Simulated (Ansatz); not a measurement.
**Cl2H2SSi: up Jacob's ladder to CCSD(T)**

The task here is to estimate one member of a computed series from the others.

The runs use Ansatz 0.2.0, Gaussian basis; functionals in def2-TZVPP, the program's frozen cores in correlated methods.

Levels to be run: LDA (SPW92), PBE-D4, revPBE-D4, BLYP-D4, r2SCAN-D4, B97M-V, PBE0-D4, B3LYP-D4, r2SCANh-D4, r2SCAN0-D4, HSE06-D4, BHLYP-D4, CAM-B3LYP-D4, LC-ωPBE, ωB97X-V, ωB97M-V, B2PLYP, PBE-QIDH; CCSD(T)/def2-SVP; CCSD(T)/def2-TZVPP; MP2/def2-QZVPP; extrapolation to the limit; RPA on PBE.

**The relaxed structure**

All runs share one geometry, relaxed beforehand with PBE0-D4 in a triple-zeta def2 set.

SMILES `S[SiH](Cl)Cl`, 6 atoms, charge 0, spin multiplicity 1.

Atoms are counted from 1 here; the program's logs count them from 0.

Bond lengths: S1–Si2 2.113 Å, S1–H5 1.346 Å, Si2–Cl3 2.036 Å, Si2–Cl4 2.042 Å, Si2–H6 1.474 Å. Angles: Si2–S1–H5 92.9°, S1–Si2–Cl3 105.8°, S1–Si2–Cl4 111.9°, S1–Si2–H6 113.2°, Cl3–Si2–Cl4 110.0°, Cl3–Si2–H6 109.1°, Cl4–Si2–H6 106.7°.

Coordinates:

```mol
Cl2H2SSi
  3D, bonds by distance, orders not assigned

  6  5  0  0  0  0  0  0  0  0999 V2000
   -1.4792    0.7439   -0.4474 S   0  0
    0.2989   -0.1155    0.3047 Si  0  0
   -0.0789   -0.5503    2.2572 Cl  0  0
    0.8101   -1.8159   -0.7036 Cl  0  0
   -0.9689    0.8849   -1.6848 H   0  0
    1.4600    0.7889    0.2278 H   0  0
  1  2  8  0
  2  3  8  0
  2  4  8  0
  1  5  8  0
  2  6  8  0
M  END
```

Set-up of the first run:

in.yaml

```yaml
crystal:
  periodic: [false, false, false]
  atoms:
    - {symbol: S, position_ang: [-1.479186, 0.743931, -0.447417]}
    - {symbol: Si, position_ang: [0.298937, -0.115502, 0.304712]}
    - {symbol: Cl, position_ang: [-0.078906, -0.550327, 2.257187]}
    - {symbol: Cl, position_ang: [0.810149, -1.815949, -0.703622]}
    - {symbol: H, position_ang: [-0.968899, 0.884923, -1.684832]}
    - {symbol: H, position_ang: [1.460005, 0.788925, 0.227772]}
basis:
  gaussian: {orbitals: def2-TZVPP}
hamiltonian: {xc: lda}
output: {orbitals: {seedname: orbitals}}
```

Among the steps run: LDA; PBE-D4 (GGA); revPBE-D4 (GGA); BLYP-D4 (GGA); r2SCAN-D4 (meta-GGA); B97M-V (meta-GGA); PBE0-D4 (hybrid); B3LYP-D4 (hybrid); r2SCANh-D4 (hybrid); r2SCAN0-D4 (hybrid); HSE06-D4 (hybrid); BHLYP-D4 (hybrid); CAM-B3LYP-D4 (range-separated); LC-ωPBE-D4 (range-separated; the results give it without D4); ωB97X-V (range-separated); ωB97M-V (range-separated); B2PLYP (double hybrid); PBE-QIDH (double hybrid).

One of the session's tables, all rows but one given; the rest of the session is left out.

It belongs to the step «Orbital energies across the functionals». 

| functional | HOMO (eV) | gap (eV) |
| --- | --- | --- |
| LDA (SPW92) | -6.96 | 5.62 |
| PBE-D4 | -6.83 | 5.70 |
| revPBE-D4 | -6.78 | 5.73 |
| BLYP-D4 | -6.65 | 5.63 |
| r2SCAN-D4 | -7.14 | 6.31 |
| B97M-V | -7.23 | 6.33 |
| PBE0-D4 | -8.10 | 7.91 |
| B3LYP-D4 | -7.82 | 7.41 |
| r2SCANh-D4 | ? | ? |
| r2SCAN0-D4 | -8.29 | 8.29 |
| HSE06-D4 | -7.69 | 7.13 |
| BHLYP-D4 | -9.19 | 10.04 |
| CAM-B3LYP-D4 | -9.42 | 10.36 |
| LC-ωPBE | -10.86 | 12.98 |
| ωB97X-V | -10.48 | 12.50 |
| ωB97M-V | -10.29 | 12.11 |

Estimate the missing values for r2SCANh-D4.

Worked estimate for «HOMO (eV)». Against the share of exact exchange, r2SCAN-D4 (0, -7.14), r2SCAN0-D4 (0.25, -8.29) give a slope of -4.60 per unit share; at 0.1 the line stands at -7.60.

The run gave: HOMO (eV): -7.60; gap (eV): 7.10. In «HOMO (eV)» the line misses by 0.00.
